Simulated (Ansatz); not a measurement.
# CH₃Ge (doublet): the correlation ladder, cc-pVDZ

The task here is to estimate one member of a computed series from the others.

The runs use Ansatz 0.2.0, Gaussian basis; cc-pVDZ, core rule «outside noble gas», up to 15 orbitals frozen.

To be run: UHF; CCSD(T) on ROHF; CCSD(T) on UHF; BCCD(T) on ROHF; CISD; CCSDT(Q) on ROHF; CCSDT(Q) on UHF.

26 further runs of the same task are left out: 1 for a known fault of the program, 10 that didn't finish, 15 set aside as unsound or not needed.

**The system**

The geometry is a PBE0/def2-TZVP stationary point (not a proven minimum). No spin-orbit coupling is included. The filled d shell of Ge may be among the frozen orbitals whatever the setting's name suggests; the logs give the count.

5 atoms, charge 0, spin multiplicity 2.

Atoms are counted from 1 here; the program's logs count them from 0.

Bond lengths: Ge1–C2 1.989 Å, C2–H3 1.100 Å, C2–H4 1.093 Å, C2–H5 1.093 Å. Angles: Ge1–C2–H3 104.9°, Ge1–C2–H4 113.6°, Ge1–C2–H5 113.6°, H3–C2–H4 107.2°, H3–C2–H5 107.2°, H4–C2–H5 109.9°.

The first run:

in.yaml

```yaml
crystal:
  periodic: [false, false, false]
  atoms:
    - {symbol: Ge, position_ang: [0.000048, 0.000000, 0.354437]}
    - {symbol: C, position_ang: [0.010265, 0.000000, -1.634875]}
    - {symbol: H, position_ang: [-1.051269, -0.000009, -1.923563]}
    - {symbol: H, position_ang: [0.462733, 0.894528, -2.069318]}
    - {symbol: H, position_ang: [0.462748, -0.894520, -2.069318]}
basis:
  gaussian: {orbitals: cc-pVDZ}
magnetization: {spin_polarized: true, initial_magnetization: 1}
hamiltonian: {xc: hf}
output: {orbitals: {seedname: orbitals}}
```

On the command line:

```sh
ansatz run in.yaml --threads 1 --pin off --events-out ev --progress --plain --max-ram 2393MiB
```

Among the steps run: UHF; CCSD(T) on ROHF; CCSD(T) on UHF; BCCD(T) on ROHF; CISD; CCSDT(Q) on ROHF; CCSDT(Q) on UHF.

One of the session's tables, all rows but one given; the rest of the session is left out.

| method | from UCCSDT(Q) (meV) |
| --- | --- |
| ROHF | +6793.1 |
| UHF | +6694.6 |
| RMP2 | +1090.9 |
| UMP2 | +1097.1 |
| CISD | +729.1 |
| RCCSD | +208.3 |
| UCCSD | +203.0 |
| RCCSD(T) | +33.1 |
| UCCSD(T) | ? |
| BCCD(T) | +32.6 |
| RCCSDT | +12.9 |
| UCCSDT | +9.9 |
| RCCSDT(Q) | +3.2 |
| UCCSDT(Q) | 0 |

**Question.** Estimate the row for UCCSD(T).

**Answer.** from UCCSDT(Q) (meV): +30.0. In the column «from UCCSDT(Q) (meV)» it lies between RCCSDT (+12.9) and BCCD(T) (+32.6).

With the free atoms at the same levels and basis (separate runs), the atomisation energy is 14.818 eV at UCCSDT(Q), 14.813 eV at RCCSD(T), 14.805 eV at UCCSD(T), 11.808 eV at ROHF.

Limits of these values: Restricted and unrestricted rows rest on different reference determinants; where their highest levels disagree by more than a few hundredths of an eV, they describe different states and don't form one ladder.
